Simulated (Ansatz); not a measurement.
**Si5GeH12: taking an electron away**

An exercise on one series of results from a longer session: the logs are not shown, and one member is left open.

The runs use Ansatz 0.2.0, Gaussian basis; unrestricted cation, the program's frozen cores in correlated methods.

Levels to be run: UKS PBE-D4/def2-TZVPP; UKS r2SCAN-D4/def2-TZVPP; UKS PBE0-D4/def2-TZVPP; UKS B3LYP-D4/def2-TZVPP; UKS wB97X-V/def2-TZVPP; UKS wB97M-V/def2-TZVPP; UKS B2PLYP/def2-TZVPP; UHF-CCSD(T)/def2-TZVPP; UHF-MP2/def2-QZVPP; extrapolation to the limit; then −ε(HOMO) from the neutral's earlier runs with LDA (SPW92), PBE-D4, revPBE-D4, BLYP-D4, r2SCAN-D4, B97M-V, PBE0-D4, B3LYP-D4, r2SCANh-D4, r2SCAN0-D4, HSE06-D4, BHLYP-D4, CAM-B3LYP-D4, LC-ωPBE, ωB97X-V, ωB97M-V.

### Structure used throughout

An earlier PBE0-D4 in a triple-zeta def2 set relaxation fixed the geometry.

SMILES `[SiH2]1[SiH2][SiH2][GeH2][SiH2][SiH2]1`, 18 atoms, charge 0, spin multiplicity 1.

Atoms are counted from 1 here; the program's logs count them from 0.

Bond lengths: Si1–Si2 2.346 Å, Si1–Si6 2.339 Å, Si1–H7 1.490 Å, Si1–H8 1.491 Å, Si2–Si3 2.343 Å, Si2–H9 1.490 Å, Si2–H10 1.490 Å, Si3–Ge4 2.381 Å, Si3–H11 1.489 Å, Si3–H12 1.490 Å, Ge4–Si5 2.389 Å, Ge4–H13 1.541 Å, Ge4–H14 1.540 Å, Si5–Si6 2.343 Å, Si5–H15 1.489 Å, Si5–H16 1.489 Å, Si6–H17 1.491 Å, Si6–H18 1.490 Å. Angles: Si2–Si1–Si6 108.4°, Si2–Si1–H7 110.7°, Si2–Si1–H8 108.8°, Si6–Si1–H7 112.4°, Si6–Si1–H8 108.2°, H7–Si1–H8 108.2°, Si1–Si2–Si3 110.0°, Si1–Si2–H9 109.4°, Si1–Si2–H10 109.8°, Si3–Si2–H9 109.9°, Si3–Si2–H10 109.5°, H9–Si2–H10 108.3°, Si2–Si3–Ge4 108.4°, Si2–Si3–H11 111.1°, Si2–Si3–H12 108.9°, Ge4–Si3–H11 112.1°, Ge4–Si3–H12 108.1°, H11–Si3–H12 108.2° and more.

Coordinates:

```mol
GeH12Si5
  3D, bonds by distance, orders not assigned

 18 18  0  0  0  0  0  0  0  0999 V2000
    0.1439    2.1332   -0.1609 Si  0  0
    2.1168    0.9244    0.2239 Si  0  0
    1.6360   -1.3630    0.3878 Si  0  0
   -0.1443   -1.8652   -1.1110 Ge  0  0
   -2.1439   -0.8720   -0.2602 Si  0  0
   -1.6103    1.0600    0.9524 Si  0  0
    0.3039    3.5513    0.2663 H   0  0
   -0.1520    2.1182   -1.6222 H   0  0
    2.7502    1.4007    1.4859 H   0  0
    3.0747    1.1525   -0.8945 H   0  0
    2.8467   -2.1858    0.1141 H   0  0
    1.1724   -1.6612    1.7723 H   0  0
    0.1762   -1.2495   -2.4873 H   0  0
   -0.3277   -3.3819   -1.3043 H   0  0
   -2.8504   -1.8527    0.6102 H   0  0
   -3.0453   -0.5136   -1.3905 H   0  0
   -1.1428    0.6668    2.3123 H   0  0
   -2.8040    1.9379    1.1058 H   0  0
  1  2  8  0
  2  3  8  0
  3  4  8  0
  4  5  8  0
  5  6  8  0
  1  7  8  0
  1  8  8  0
  2  9  8  0
  2 10  8  0
  3 11  8  0
  3 12  8  0
  4 13  8  0
  4 14  8  0
  5 15  8  0
  5 16  8  0
  6 17  8  0
  6 18  8  0
  1  6  8  0
M  END
```

Set-up of the first run:

File in.yaml:

```yaml
crystal:
  periodic: [false, false, false]
  atoms:
    - {symbol: Si, position_ang: [0.143941, 2.133231, -0.160946]}
    - {symbol: Si, position_ang: [2.116806, 0.924435, 0.223855]}
    - {symbol: Si, position_ang: [1.636011, -1.362982, 0.387796]}
    - {symbol: Ge, position_ang: [-0.144311, -1.865181, -1.110952]}
    - {symbol: Si, position_ang: [-2.143894, -0.872017, -0.260186]}
    - {symbol: Si, position_ang: [-1.610282, 1.059951, 0.952426]}
    - {symbol: H, position_ang: [0.303859, 3.551283, 0.266310]}
    - {symbol: H, position_ang: [-0.151958, 2.118200, -1.622207]}
    - {symbol: H, position_ang: [2.750216, 1.400739, 1.485851]}
    - {symbol: H, position_ang: [3.074688, 1.152545, -0.894513]}
    - {symbol: H, position_ang: [2.846654, -2.185767, 0.114066]}
    - {symbol: H, position_ang: [1.172354, -1.661245, 1.772336]}
    - {symbol: H, position_ang: [0.176170, -1.249540, -2.487342]}
    - {symbol: H, position_ang: [-0.327689, -3.381910, -1.304335]}
    - {symbol: H, position_ang: [-2.850355, -1.852749, 0.610242]}
    - {symbol: H, position_ang: [-3.045322, -0.513633, -1.390456]}
    - {symbol: H, position_ang: [-1.142841, 0.666761, 2.312304]}
    - {symbol: H, position_ang: [-2.804037, 1.937868, 1.105770]}
basis:
  gaussian: {orbitals: def2-TZVPP}
total_charge: 1
magnetization: {spin_polarized: true, initial_magnetization: 1}
hamiltonian: {xc: pbe, dispersion: d4}
```

Among the steps run: Cation, UKS PBE-D4/def2-TZVPP; Cation, UKS r2SCAN-D4/def2-TZVPP; Cation, UKS PBE0-D4/def2-TZVPP; Cation, UKS B3LYP-D4/def2-TZVPP; Cation, UKS wB97X-V/def2-TZVPP; Cation, UKS wB97M-V/def2-TZVPP; Cation, UKS B2PLYP (frozen core)/def2-TZVPP; Cation, UHF-CCSD(T)/def2-TZVPP; Cation, UHF-MP2/def2-QZVPP.

One table of the session follows, with a row left open; its other results are not shown here.

It belongs to the step «Ionisation energies side by side». For comparison, −ε(HOMO) of the neutral from earlier runs:

```
  functional  −ε(HOMO) (eV)
 LDA (SPW92)           6.70
      PBE-D4           6.62
   revPBE-D4           6.58
     BLYP-D4           6.47
   r2SCAN-D4           6.86
      B97M-V           7.01
     PBE0-D4           7.64
    B3LYP-D4           7.45
  r2SCANh-D4           7.23
  r2SCAN0-D4           7.79
    HSE06-D4           7.26
    BHLYP-D4              ?
CAM-B3LYP-D4           8.83
     LC-ωPBE          10.08
     ωB97X-V           9.78
     ωB97M-V           9.57
```

**Question.** Estimate the row for BHLYP-D4.

Worked estimate for «−ε(HOMO) (eV)». Against the share of exact exchange, BLYP-D4 (0, 6.47), B3LYP-D4 (0.2, 7.45) give a slope of 4.90 per unit share; at 0.5 the line stands at 8.92.

**Answer.** −ε(HOMO) (eV): 8.55. In «−ε(HOMO) (eV)» the line misses by +0.37.
